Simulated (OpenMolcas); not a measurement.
# Si: RASSCF and RASPT2 terms and fine-structure levels

Aim: the low terms and levels of Si, with their order and spacing, then second-order correlation under several settings.

Program: OpenMolcas 26.06. Level of theory: state-averaged RASSCF and RASPT2, spin-orbit coupling by RASSI with atomic mean-field integrals. These are calculated values, not measurements, unless marked.

## Step 1: The atom as given

- Species: Si (silicon, Z = 14, 14 electrons)
- Basis: ANO-RCC [8s7p5d4f2g], 100 functions
- Scalar Hamiltonian: DKH2, point nucleus
- Inactive shells: 1s 2s 2p
- Active space: 4 electrons in 9 orbitals (RAS2 3s 3p; RAS3 3d, at most 2 electrons)
- Some configurations of this space: 3p⁴, 3s 3p³, 3s² 3p²
- Orbitals: optimised for each spin and parity, averaged over the low roots

Outer shells as boxes (Hund's rule):

3p4
```
3p [↑↓][↑ ][↑ ]
```

3s 3p3
```
3s [↑ ]
3p [↑ ][↑ ][↑ ]
```

3s2 3p2
```
3s [↑↓]
3p [↑ ][↑ ][  ]
```

Each step is its own input file, run in one work folder so that later steps find the files of earlier ones. Labels, J, g values, rates, χT and fits are worked out afterwards by a script from the matrices that RASSI stores.

## Step 2: GATEWAY and SEWARD: basis and integrals

a.inp reads:

```
&GATEWAY
Coord
1

Si 0.0 0.0 0.0
Basis=ANO-RCC
Group=XYZ
NoMove
AngMom=0.0 0.0 0.0
AMFI
&SEWARD
```

## Step 3: A small preliminary run for start orbitals

a.inp reads:

```
&RASSCF
FileOrb=start.orb
Symmetry=1
Spin=3
nActEl=4 0 0
Inactive=2 3
Ras2=1 3
CIRoot=6 6 1
SDav=6
CIMx=300
Iter=120 100
PrWF=0.3
OrbListing=Nothing
MaxOrb=0
Atom
>>> COPY $Project.JobIph JOBPRE
```

## Step 4: Reference wave functions, triplets of even parity, 3 roots

a.inp reads:

```
&RASSCF
FileOrb=start.orb
Symmetry=1
Spin=3
nActEl=4 0 2
Inactive=2 3
Ras2=1 3
Ras3=5 0
CIRoot=3 3 1
SDav=211
CIMx=300
Iter=120 100
PrWF=0.3
OrbListing=Nothing
MaxOrb=0
Thrs=2.0e-7 1.0e-1 5.0e-4
Atom
>>> COPY $Project.JobIph JOB001
```

## Step 5: Reference wave functions, singlets of even parity, 6 roots

a.inp reads:

```
&RASSCF
FileOrb=start.orb
Symmetry=1
Spin=1
nActEl=4 0 2
Inactive=2 3
Ras2=1 3
Ras3=5 0
CIRoot=6 6 1
SDav=192
CIMx=300
Iter=120 100
PrWF=0.3
OrbListing=Nothing
MaxOrb=0
Thrs=2.0e-7 1.0e-1 5.0e-4
Atom
>>> COPY $Project.JobIph JOB002
```

## Step 6: RASSCF: quintets of odd parity, 1 root

a.inp reads:

```
&RASSCF
FileOrb=start.orb
Symmetry=2
Spin=5
nActEl=4 0 2
Inactive=2 3
Ras2=1 3
Ras3=5 0
CIRoot=1 1 1
SDav=36
CIMx=300
Iter=120 100
PrWF=0.3
OrbListing=Nothing
MaxOrb=0
Thrs=2.0e-7 1.0e-1 5.0e-4
Atom
>>> COPY $Project.JobIph JOB003
```

## Step 7: Reference wave functions, triplets of odd parity, 8 roots

a.inp reads:

```
&RASSCF
FileOrb=start.orb
Symmetry=2
Spin=3
nActEl=4 0 2
Inactive=2 3
Ras2=1 3
Ras3=5 0
CIRoot=8 8 1
SDav=174
CIMx=300
Iter=120 100
PrWF=0.3
OrbListing=Nothing
MaxOrb=0
Thrs=2.0e-7 1.0e-1 5.0e-4
Atom
>>> COPY $Project.JobIph JOB004
```

## Step 8: RASSCF: singlets of odd parity, 5 roots

a.inp reads:

```
&RASSCF
FileOrb=start.orb
Symmetry=2
Spin=1
nActEl=4 0 2
Inactive=2 3
Ras2=1 3
Ras3=5 0
CIRoot=5 5 1
SDav=138
CIMx=300
Iter=120 100
PrWF=0.3
OrbListing=Nothing
MaxOrb=0
Thrs=2.0e-7 1.0e-1 5.0e-4
Atom
>>> COPY $Project.JobIph JOB005
```

## Step 9: RASSI: spin-orbit coupling between the states

a.inp reads:

```
&RASSI
NrOfJobIphs=5 3 6 1 8 5
1 2 3
1 2 3 4 5 6
1
1 2 3 4 5 6 7 8
1 2 3 4 5
IphNames
JOB001
JOB002
JOB003
JOB004
JOB005
EJob
SpinOrbit
DIPRint=1.0
SOCoupling=1000.0
Subsets=2
MEES
Property=10
'ANGMOM' 1 'ANGMOM' 2 'ANGMOM' 3 'MLTPL  1' 1 'MLTPL  1' 2 'MLTPL  1' 3
'AMFI' 1 'AMFI' 2 'AMFI' 3 'MLTPL  2' 6
SOProperty=3
'ANGMOM' 1 'ANGMOM' 2 'ANGMOM' 3
```

## Step 10: CASPT2: IPEA 0.25, imaginary shift 0.1 (closed shells correlated: 2s 2p)

a.inp reads:

```
>>> COPY JOB001 $Project.JobIph
&CASPT2
Multistate=3 1 2 3
Frozen=1 0
IPEA=0.25
Imaginary=0.1
MaxIter=60
WThr=0.0 0.3 0.05
PrWF=0.5
NoMix
>>> COPY JOB002 $Project.JobIph
&CASPT2
Multistate=6 1 2 3 4 5 6
Frozen=1 0
IPEA=0.25
Imaginary=0.1
MaxIter=60
WThr=0.0 0.3 0.05
PrWF=0.5
NoMix
>>> COPY JOB003 $Project.JobIph
&CASPT2
Multistate=1 1
Frozen=1 0
IPEA=0.25
Imaginary=0.1
MaxIter=60
WThr=0.0 0.3 0.05
PrWF=0.5
NoMix
>>> COPY JOB004 $Project.JobIph
&CASPT2
Multistate=8 1 2 3 4 5 6 7 8
Frozen=1 0
IPEA=0.25
Imaginary=0.1
MaxIter=60
WThr=0.0 0.3 0.05
PrWF=0.5
NoMix
>>> COPY JOB005 $Project.JobIph
&CASPT2
Multistate=5 1 2 3 4 5
Frozen=1 0
IPEA=0.25
Imaginary=0.1
MaxIter=60
WThr=0.0 0.3 0.05
PrWF=0.5
NoMix
```

## Step 11: CASPT2: IPEA 0, imaginary shift 0.1 (closed shells correlated: 2s 2p)

a.inp, as its differences from that of step 10:

```diff
@@ -4,3 +4,3 @@
 Frozen=1 0
-IPEA=0.25
+IPEA=0.0
 Imaginary=0.1
@@ -14,3 +14,3 @@
 Frozen=1 0
-IPEA=0.25
+IPEA=0.0
 Imaginary=0.1
@@ -24,3 +24,3 @@
 Frozen=1 0
-IPEA=0.25
+IPEA=0.0
 Imaginary=0.1
@@ -34,3 +34,3 @@
 Frozen=1 0
-IPEA=0.25
+IPEA=0.0
 Imaginary=0.1
@@ -44,3 +44,3 @@
 Frozen=1 0
-IPEA=0.25
+IPEA=0.0
 Imaginary=0.1
```

(Steps that only read results are left out.)

What does the calculation give? Wanted: lowest level; first excited level; lowest level of another term; spin-orbit lowering of the lowest level; strongest of the lines computed, by gA, at SS-RASPT2 energies.

**Answer**, as computed:

| quantity | value |
| --- | --- |
| method | SS-RASPT2, IPEA 0.25, imaginary shift 0.1 (closed shells correlated: 2s 2p) |
| lowest level | 3s² 3p² ³P₀, 100 % of that term |
| ground level listed by NIST | 3P0 |
| first excited level | 3s² 3p² ³P₁ at 67.2 cm⁻¹ |
| lowest level of another term | 3s² 3p² ¹D₂ at 6120 cm⁻¹ |
| spin-orbit lowering of the lowest level | 132 cm⁻¹ |
| strongest of the lines computed, by gA, at SS-RASPT2 energies | 3s 3p³ ³D°₃ → 3s² 3p² ³P₂, 222.3 nm, A = 6.38e+06 s⁻¹ |

What each method costs and misses:

```
                                              method  time of its own steps  time with the reference  mean absolute difference from the measured levels (cm-1)
                                           A. RASSCF                   26 s                     26 s                                                      1800
B. SS-RASPT2, IPEA 0.25, imaginary shift 0.1, +2s 2p                   25 s                     51 s                                                       190
   C. SS-RASPT2, IPEA 0, imaginary shift 0.1, +2s 2p                   26 s                     52 s                                                       390
```

Times are of one thread on a shared host.

**Reading.** The multiplet ³P is regular; its intervals divided by the larger J differ by 4 % of their mean, where Landé's rule for pure LS coupling makes them equal. Second-order correlation (method B) scales the levels of the lowest configuration above 5000 cm⁻¹ by 0.70 to 0.79. Method B lies closest to the measured levels (190 cm⁻¹ on average) and A farthest (1800). Only the configurations of the active space and the roots asked for are present. Not all states of the active space went into the spin-orbit step. CASPT2 does not keep the components of a term degenerate, and the means are used. The levels of the extra active shells were not computed. Only valence configurations of the active space appear, up to the ionisation limit; * or ° marks odd parity.
